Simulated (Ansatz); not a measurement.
# LiB2C2 (P-3m1): scan of the energy under strain in Python

What does a strain cost in LiB2C2 (P-3m1)? Wanted for LiB2C2 (P-3m1): a scan of the energy under strain.

Program: Ansatz 0.2.0 through its Python package. Level of theory: DFT mr2scan, plane waves, norm-conserving potentials. These are calculated values, not measurements.

### 1 Starting point

It takes space group P-3m1 (No. 164, trigonal). Conventional cell: a = 2.715 Å, b = 2.715 Å, c = 7.118 Å, α = 90.00°, β = 90.00°, γ = 120.00°. Li (site symmetry -3m) is surrounded by 6 C at 2.33 Å and 6 B at 2.37 Å. B (site symmetry 3m) has 3 C at 1.57 Å as nearest neighbours. Around C (site symmetry 3m) lie 3 B at 1.57 Å.

No structure file is read: the coordinates are typed or built in the script.

### 2 The script

Input file lib2c2.py:

```python
"""Energy of LiB2C2 under tetragonal strain, ions carried with the cell."""

import warnings

import ansatz as az
import matplotlib.pyplot as plt
import numpy as np

VECTORS = np.array([
    [2.71464, 0.0, 0.0],
    [-1.35732, 2.35095, 0.0],
    [0.0, 0.0, 7.11805],
])
SITES = [
    ("Li", [0.0, 0.0, 0.5]),
    ("B", [1 / 3, 2 / 3, 0.74981]),
    ("B", [2 / 3, 1 / 3, 0.25019]),
    ("C", [1 / 3, 2 / 3, 0.25822]),
    ("C", [2 / 3, 1 / 3, 0.74178]),
]


def crystal_on(cell):
    crystal = az.Crystal(lattice=az.Lattice.of(cell))
    for symbol, position in SITES:
        crystal = crystal.atom(symbol, position)
    return crystal

warnings.simplefilter("ignore", az.DeckWarning)

# clamped ions: the fractional positions stay as typed
values = np.linspace(-0.01, 0.01, 5)
energies = []
for d in values:
    strain = np.diag([d, d, (1 + d) ** -2 - 1])
    cell = VECTORS @ (np.eye(3) + strain)
    model = (
        crystal_on(cell).calculation()
        .pseudopotentials("nc")
        .functional("mr2scan")
        .occupations("methfessel_paxton", width=0.02)
        .kpoints(15, 15, 5)
        .stress()
    )
    summary = model.run(threads=1).report
    energies.append(summary["free_energy_ev"] / len(SITES))
    s = summary["stress_gpa"]
    print(f"d = {d:+.4f}  stress xx yy zz xy (GPa, compression positive): {s[0][0]:8.3f} {s[1][1]:8.3f} {s[2][2]:8.3f} {s[0][1]:8.3f}")
energies = np.array(energies)

for value, e in zip(values, energies):
    print(f"strain {value:7.3f}   E - Emin = {1000 * (e - energies.min()):9.3f} meV/atom")
plt.figure(figsize=(4.5, 3))
plt.plot(values, 1000 * (energies - energies.min()), "o-")
plt.xlabel("strain")
plt.ylabel("meV/atom")
plt.tight_layout()
plt.savefig("strain.png", dpi=100)
curvature = 2 * np.polyfit(values, energies, 3)[1]
volume = abs(np.linalg.det(VECTORS)) / len(SITES)
print(f"d2E/dd2 over the volume: {curvature / volume * 160.21766:.1f} GPa")
```

### 3 The input behind the calls

The engine receives this input (first run):

```yaml
crystal:
  lattice:
    - [2.6874936000000003, 0.0, 0.0]
    - [-1.3437468000000001, 2.3274405000000002, 0.0]
    - [0.0, 0.0, 7.262575247423732]
  atoms:
    - { symbol: Li, position: [0.0, 0.0, 0.5] }
    - { symbol: B, position: [0.3333333333333333, 0.6666666666666666, 0.74981] }
    - { symbol: B, position: [0.6666666666666666, 0.3333333333333333, 0.25019] }
    - { symbol: C, position: [0.3333333333333333, 0.6666666666666666, 0.25822] }
    - { symbol: C, position: [0.6666666666666666, 0.3333333333333333, 0.74178] }
kpoints:
  mp_grid:
    grid: [15, 15, 5]
hamiltonian:
  xc: mr2scan
  pseudopotentials:
    kind: nc
scf:
  occupations:
    method: methfessel_paxton
    width: 0.02
output:
  stress: true
```

### 4 Running it

Started as:

```
> python lib2c2.py
```

**Question.** How much energy does this tetragonal strain cost, and what curvature follows?

The runs gave:

```
                  quantity          value
curvature under the strain     1551.5 GPa
             runs compared              5
           range of energy  5.32 meV/atom
      lowest point, strain          0.000
```

**Reading.** Against the unstrained cell the energy per atom changes by +3.51 meV at one end of the scan and +5.32 meV at the other, and its second derivative over the volume is 1551.5 GPa. Caveats:
- Such functionals run on norm-conserving files made under PBE, which can move pressures by some GPa.
- The curvature belongs to this strain pattern and to the cell's stress; it equals a single elastic constant only for simple patterns.
- In a metal a curvature from energy changes of a few meV or less hangs on mesh and smearing, in size and even in sign.
- The structure comes from a database of computed cells and needn't be a stable or known phase.
- The ions keep their fractional positions (clamped ions).
